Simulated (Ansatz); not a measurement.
# CH3Ge (quartet): wave-function methods side by side, cc-pVTZ

The task here is to estimate one member of a computed series from the others.

Method: cc-pVTZ, core rule «outside noble gas», up to 15 orbitals frozen; program: Ansatz 0.2.0, Gaussian basis.

The runs, in order: UHF; CCSD(T) on ROHF; CCSD(T) on UHF; BCCD(T) on ROHF; CCSDT(Q) on ROHF; CCSDT(Q) on UHF; CASSCF and NEVPT2, 11 electrons in 11 orbitals.

6 further runs of the same task are left out: 6 set aside as unsound or not needed.

### The geometry

The geometry is a PBE0/def2-TZVP stationary point (not a proven minimum) of the parent state, kept for this charge and spin. No spin-orbit coupling is included. The filled d shell of Ge may be among the frozen orbitals whatever the setting's name suggests; the logs give the count.

5 atoms, charge 0, spin multiplicity 4.

Atoms are counted from 1 here; the program's logs count them from 0.

Bond lengths: Ge1–C2 1.978 Å, Ge1–H3 1.542 Å, Ge1–H4 1.538 Å, Ge1–H5 1.538 Å. Angles: C2–Ge1–H3 103.3°, C2–Ge1–H4 111.8°, C2–Ge1–H5 111.8°, H3–Ge1–H4 109.9°, H3–Ge1–H5 109.9°, H4–Ge1–H5 110.0°.

Set-up of the first run:

The input, in.yaml:

```yaml
crystal:
  periodic: [false, false, false]
  atoms:
    - {symbol: Ge, position_ang: [0.000933, 0.000000, 0.253733]}
    - {symbol: C, position_ang: [-0.020239, -0.000001, -1.723996]}
    - {symbol: H, position_ang: [1.505016, 0.000042, 0.592227]}
    - {symbol: H, position_ang: [-0.665586, 1.260037, 0.832521]}
    - {symbol: H, position_ang: [-0.665516, -1.260074, 0.832521]}
basis:
  gaussian: {orbitals: cc-pVTZ}
magnetization: {spin_polarized: true, initial_magnetization: 3}
hamiltonian: {xc: hf}
output: {orbitals: {seedname: orbitals}}
```

Command:

```
> ansatz run in.yaml --threads 1 --pin off --events-out ev --progress --plain --max-ram 4096MiB --backend cpu
```

Among the steps run: UHF; CCSD(T) on ROHF; CCSD(T) on UHF; BCCD(T) on ROHF; CCSDT(Q) on ROHF; CCSDT(Q) on UHF; CASSCF and NEVPT2, 11 electrons in 11 orbitals.

One table of the session follows, with a row left open; its other results are not shown here.

```
        method  from UCCSDT(Q) (meV)
          ROHF               +6647.6
           UHF                     ?
          RMP2               +1263.6
          UMP2               +1258.5
         RCCSD                +241.6
         UCCSD                +238.7
      RCCSD(T)                 +43.6
      UCCSD(T)                 +41.5
       BCCD(T)                 +41.6
        RCCSDT                  +9.3
        UCCSDT                  +7.3
     RCCSDT(Q)                  +2.3
     UCCSDT(Q)                     0
CASSCF valence               +4921.3
NEVPT2 valence               +1205.8
```

Estimate the missing values for UHF.

**Answer.** from UCCSDT(Q) (meV): +6584.5. In the column «from UCCSDT(Q) (meV)» it lies between CASSCF valence (+4921.3) and ROHF (+6647.6).

Limits of these values: Restricted and unrestricted rows rest on different reference determinants; where their highest levels disagree by more than a few hundredths of an eV, they describe different states and don't form one ladder.
